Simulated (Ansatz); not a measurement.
# C₂H₈SSi₂: up Jacob's ladder to CCSD(T)

An exercise on one series of results from a longer session: the logs are not shown, and one member is left open.

Computed with Ansatz 0.2.0, Gaussian basis. Level: functionals in def2-TZVPP, the program's frozen cores in correlated methods.

The runs, in order: LDA (SPW92), PBE-D4, revPBE-D4, BLYP-D4, r2SCAN-D4, B97M-V, PBE0-D4, B3LYP-D4, r2SCANh-D4, r2SCAN0-D4, HSE06-D4, BHLYP-D4, CAM-B3LYP-D4, LC-ωPBE, ωB97X-V, ωB97M-V, B2PLYP, PBE-QIDH; CCSD(T)/def2-SVP; CCSD(T)/def2-TZVPP; MP2/def2-QZVPP; extrapolation to the limit; RPA on PBE.

## The relaxed structure

An earlier PBE0-D4 in a triple-zeta def2 set relaxation fixed the geometry.

SMILES `[SiH3]C[SiH2]C=S`, 13 atoms, charge 0, spin multiplicity 1.

Atoms are counted from 1 here; the program's logs count them from 0.

Bond lengths: Si1–C2 1.874 Å, Si1–H6 1.487 Å, Si1–H7 1.486 Å, Si1–H8 1.488 Å, C2–Si3 1.859 Å, C2–H9 1.095 Å, C2–H10 1.094 Å, Si3–C4 1.885 Å, Si3–H11 1.491 Å, Si3–H12 1.491 Å, C4–S5 1.611 Å, C4–H13 1.095 Å. Angles: C2–Si1–H6 111.0°, C2–Si1–H7 111.0°, C2–Si1–H8 109.3°, H6–Si1–H7 108.7°, H6–Si1–H8 108.6°, H7–Si1–H8 108.2°, Si1–C2–Si3 113.8°, Si1–C2–H9 109.1°, Si1–C2–H10 108.8°, Si3–C2–H9 107.6°, Si3–C2–H10 109.5°, H9–C2–H10 107.9°, C2–Si3–C4 110.5°, C2–Si3–H11 112.1°, C2–Si3–H12 112.8°, C4–Si3–H11 107.3°, C4–Si3–H12 106.5°, H11–Si3–H12 107.4° and more.

The first run:

in.yaml

```yaml
crystal:
  periodic: [false, false, false]
  atoms:
    - {symbol: Si, position_ang: [-1.378739, 0.854412, 1.032710]}
    - {symbol: C, position_ang: [0.380563, 0.209104, 0.987091]}
    - {symbol: Si, position_ang: [0.669626, -1.092352, -0.308241]}
    - {symbol: C, position_ang: [0.885736, -0.299563, -2.005232]}
    - {symbol: S, position_ang: [0.996131, 1.288657, -2.254344]}
    - {symbol: H, position_ang: [-1.471957, 2.090955, 1.853549]}
    - {symbol: H, position_ang: [-1.871175, 1.152856, -0.337510]}
    - {symbol: H, position_ang: [-2.267127, -0.179018, 1.629979]}
    - {symbol: H, position_ang: [1.061337, 1.041121, 0.779064]}
    - {symbol: H, position_ang: [0.634052, -0.193712, 1.972636]}
    - {symbol: H, position_ang: [-0.470473, -2.047672, -0.407831]}
    - {symbol: H, position_ang: [1.901489, -1.893142, -0.056091]}
    - {symbol: H, position_ang: [0.950839, -0.966446, -2.871080]}
basis:
  gaussian: {orbitals: def2-TZVPP}
hamiltonian: {xc: lda}
output: {orbitals: {seedname: orbitals}}
```

Steps of the session up to this table: LDA; PBE-D4 (GGA); revPBE-D4 (GGA); BLYP-D4 (GGA); r2SCAN-D4 (meta-GGA); B97M-V (meta-GGA); PBE0-D4 (hybrid); B3LYP-D4 (hybrid); r2SCANh-D4 (hybrid); r2SCAN0-D4 (hybrid); HSE06-D4 (hybrid); BHLYP-D4 (hybrid); CAM-B3LYP-D4 (range-separated); LC-ωPBE (range-separated); ωB97X-V (range-separated); ωB97M-V (range-separated); B2PLYP (double hybrid); PBE-QIDH (double hybrid).

One table of the session follows, with a row left open; its other results are not shown here.

It belongs to the step «Frontier levels by functional». 

```
  functional  HOMO (eV)  LUMO (eV)  gap (eV)
 LDA (SPW92)      -5.41      -3.88      1.53
      PBE-D4      -5.29      -3.69      1.60
   revPBE-D4      -5.24      -3.61      1.63
     BLYP-D4      -5.14      -3.51      1.63
   r2SCAN-D4      -5.49      -3.61      1.88
      B97M-V      -5.62      -3.59      2.03
     PBE0-D4      -6.49      -2.76      3.73
    B3LYP-D4      -6.26      -2.93      3.32
  r2SCANh-D4          ?          ?         ?
  r2SCAN0-D4      -6.62      -2.73      3.89
    HSE06-D4      -6.09      -3.14      2.94
    BHLYP-D4      -7.56      -1.65      5.91
CAM-B3LYP-D4      -7.81      -1.56      6.24
     LC-ωPBE      -9.18      -0.48      8.70
     ωB97X-V      -8.83      -0.53      8.30
     ωB97M-V      -8.67      -0.59      8.09
```

**Question.** Estimate the row for r2SCANh-D4.

Worked estimate for «HOMO (eV)». Against the share of exact exchange, r2SCAN-D4 (0, -5.49), r2SCAN0-D4 (0.25, -6.62) give a slope of -4.52 per unit share; at 0.1 the line stands at -5.94.

**Answer.** HOMO (eV): -5.94; LUMO (eV): -3.26; gap (eV): 2.68. In «HOMO (eV)» the line misses by 0.00.
